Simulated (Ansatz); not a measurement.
# CH2I radical: a ladder of functionals and wavefunction methods

Aim: compute CH2I radical with functionals from several rungs and with coupled cluster. The yardstick is the atomisation energy at the CCSD(T) limit.

Computed with Ansatz 0.2.0, Gaussian basis. Level: functionals in def2-TZVPP, the program's frozen cores in correlated methods.

The runs, in order: LDA (SPW92), PBE-D4, revPBE-D4, BLYP-D4, r2SCAN-D4, B97M-V, PBE0-D4, B3LYP-D4, r2SCANh-D4, r2SCAN0-D4, HSE06-D4, BHLYP-D4, CAM-B3LYP-D4, LC-ωPBE, ωB97X-V, ωB97M-V, B2PLYP, PBE-QIDH; CCSD(T)/def2-SVP; CCSD(T)/def2-TZVPP; MP2/def2-QZVPP; extrapolation to the limit; RPA on PBE.

### 1 The relaxed structure

The geometry comes from an earlier relaxation with PBE0-D4 in a triple-zeta def2 set; it is a stationary point. I takes the def2 core potential; no spin-orbit term is included.

4 atoms, charge 0, spin multiplicity 2.

Atoms are counted from 1 here; the program's logs count them from 0.

Bond lengths: C1–I2 2.029 Å, C1–H3 1.079 Å, C1–H4 1.079 Å. Angles: I2–C1–H3 118.4°, I2–C1–H4 118.4°, H3–C1–H4 123.2°.

### 2 LDA

This LDA is Slater exchange with PW92 correlation.

in.yaml reads:

```yaml
crystal:
  periodic: [false, false, false]
  atoms:
    - {symbol: C, position_ang: [-0.070887, -0.169030, -0.183965]}
    - {symbol: I, position_ang: [0.615119, 1.076495, 1.262929]}
    - {symbol: H, position_ang: [-0.769355, 0.220911, -0.907423]}
    - {symbol: H, position_ang: [0.280624, -1.188677, -0.191842]}
basis:
  gaussian: {orbitals: def2-TZVPP}
magnetization: {spin_polarized: true, initial_magnetization: 1}
hamiltonian: {xc: lda}
output: {orbitals: {seedname: orbitals}}
```

Further steps of the session: PBE-D4 (GGA); revPBE-D4 (GGA); BLYP-D4 (GGA); r2SCAN-D4 (meta-GGA); B97M-V (meta-GGA); PBE0-D4 (hybrid); B3LYP-D4 (hybrid); r2SCANh-D4 (hybrid); r2SCAN0-D4 (hybrid); HSE06-D4 (hybrid); BHLYP-D4 (hybrid); CAM-B3LYP-D4 (range-separated); LC-ωPBE-D4 (range-separated); ωB97X-V (range-separated); ωB97M-V (range-separated); B2PLYP (double hybrid); PBE-QIDH (double hybrid); CCSD(T) in def2-SVP; CCSD(T) in def2-TZVPP; MP2 in def2-QZVPP; RPA on PBE orbitals.

Q: Predict the results of all the runs planned. Wanted: atomisation energy, CCSD(T)/CBS; farthest beyond LDA; mean size of error, GGA; mean size of error, meta-GGA; mean size of error, hybrid; mean size of error, range-separated; mean size of error, double hybrid; gap, smallest and largest; T1 diagnostic.

The runs gave:

| quantity | value |
| --- | --- |
| atomisation energy, CCSD(T)/CBS | 11.563 eV |
| functionals within 0.116 eV (1.0 %) | revPBE-D4, BLYP-D4, B97M-V, PBE0-D4, B3LYP-D4, r2SCANh-D4, r2SCAN0-D4, CAM-B3LYP-D4, ωB97X-V, PBE-QIDH |
| farthest beyond LDA | BHLYP-D4 (-0.383 eV) |
| mean size of error, GGA | 0.132 eV |
| mean size of error, meta-GGA | 0.085 eV |
| mean size of error, hybrid | 0.122 eV |
| mean size of error, range-separated | 0.107 eV |
| mean size of error, double hybrid | 0.110 eV |
| gap, smallest and largest | 1.23 eV (LDA (SPW92)), 9.31 eV (LC-ωPBE) |
| T1 diagnostic | 0.0160 |
| triples share of the correlation energy | 2.5 % |

**Reading.** The LDA atomisation energy is off by 1.773 eV (15 %): it overbinds. PBE-D4 is off by +0.345 eV. Double hybrids carry the basis error of their MP2 part in triple zeta, and no dispersion term here, so their miss is partly the set-up's. The rungs meta-GGA, range-separated, double hybrid miss on average by less than the doubt on the reference (0.116 eV), so they tie. The reference freezes the cores and leaves out spin-orbit coupling and excitations past (T), and its outer-core shells are covered unevenly, so misses under about 0.116 eV can't be ranked. All levels share the lack of spin-orbit coupling, which lowers the free heavy atoms and so the true binding. Hartree-Fock recovers 72 % of the binding; the rest is correlation. CCSD(T) in def2-SVP is off by -0.843 eV, more than most functionals: a good method in a small basis is no reference. The gap grows from 1.2 to 9.3 eV across the functionals, mostly with the share of exact exchange. Correlated methods include outer-core shells of I, which these sets cover unevenly.
